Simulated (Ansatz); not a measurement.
# CH5ClOSSi: basis-set convergence

One table from this session's results is given with a row withheld; the runs are named, their logs left out.

The runs use Ansatz 0.2.0, Gaussian basis; one geometry, several basis sets.

The runs, in order: PBE0-D4/def2-SVP; ωB97M-V/def2-SVP; PBE0-D4/def2-QZVPP; ωB97M-V/def2-QZVPP; the functionals' def2-TZVPP values are taken from earlier runs.

### Structure used throughout

All runs share one geometry, relaxed beforehand with PBE0-D4 in a triple-zeta def2 set.

SMILES `O[SiH](S)CCl`, 10 atoms, charge 0, spin multiplicity 1.

Atoms are counted from 1 here; the program's logs count them from 0.

Bond lengths: O1–Si2 1.637 Å, O1–H6 0.960 Å, Si2–S3 2.132 Å, Si2–C4 1.879 Å, Si2–H7 1.480 Å, S3–H8 1.344 Å, C4–Cl5 1.789 Å, C4–H9 1.090 Å, C4–H10 1.091 Å. Angles: Si2–O1–H6 116.3°, O1–Si2–S3 113.9°, O1–Si2–C4 110.9°, O1–Si2–H7 105.0°, S3–Si2–C4 105.2°, S3–Si2–H7 111.1°, C4–Si2–H7 110.8°, Si2–S3–H8 93.2°, Si2–C4–Cl5 108.9°, Si2–C4–H9 112.8°, Si2–C4–H10 111.1°, Cl5–C4–H9 107.7°, Cl5–C4–H10 107.3°, H9–C4–H10 108.8°.

Coordinates:

```
O    -1.44101   -0.19030    1.08671
Si    0.08879   -0.31040    0.51567
S     0.39938   -1.97178   -0.78365
C     0.54561    1.20266   -0.50026
Cl   -0.62963    1.38053   -1.83719
H    -2.13725   -0.12427    0.42843
H     0.94163   -0.41025    1.72103
H     0.28283   -2.86856    0.21065
H     1.54045    1.13048   -0.94022
H     0.49231    2.11069    0.10174
```

The first run:

in.yaml

```yaml
crystal:
  periodic: [false, false, false]
  atoms:
    - {symbol: O, position_ang: [-1.441015, -0.190296, 1.086706]}
    - {symbol: Si, position_ang: [0.088789, -0.310401, 0.515666]}
    - {symbol: S, position_ang: [0.399378, -1.971782, -0.783654]}
    - {symbol: C, position_ang: [0.545612, 1.202658, -0.500259]}
    - {symbol: Cl, position_ang: [-0.629627, 1.380525, -1.837193]}
    - {symbol: H, position_ang: [-2.137254, -0.124272, 0.428429]}
    - {symbol: H, position_ang: [0.941626, -0.410245, 1.721032]}
    - {symbol: H, position_ang: [0.282830, -2.868558, 0.210648]}
    - {symbol: H, position_ang: [1.540448, 1.130476, -0.940217]}
    - {symbol: H, position_ang: [0.492314, 2.110694, 0.101741]}
basis:
  gaussian: {orbitals: def2-SVP}
hamiltonian: {xc: pbe0, dispersion: d4}
output: {orbitals: {seedname: orbitals}}
```

Among the steps run: PBE0-D4 in def2-SVP; ωB97M-V in def2-SVP; PBE0-D4 in def2-QZVPP; ωB97M-V in def2-QZVPP.

One table of the session follows, with a row left open; its other results are not shown here.

It belongs to the step «Functionals by basis». 

```
functional       basis  HOMO (eV)  LUMO (eV)
   PBE0-D4    def2-SVP      -7.52       0.48
   PBE0-D4  def2-TZVPP      -7.67      -0.04
   PBE0-D4  def2-QZVPP      -7.71      -0.25
   ωB97M-V    def2-SVP          ?          ?
   ωB97M-V  def2-TZVPP      -9.89       1.81
   ωB97M-V  def2-QZVPP      -9.93       1.36
```

Estimate the missing values for ωB97M-V, def2-SVP.

**Answer.** HOMO (eV): -9.70; LUMO (eV): 2.60. In the column «HOMO (eV)» it lies between ωB97M-V, def2-TZVPP (-9.89) and PBE0-D4, def2-QZVPP (-7.71).
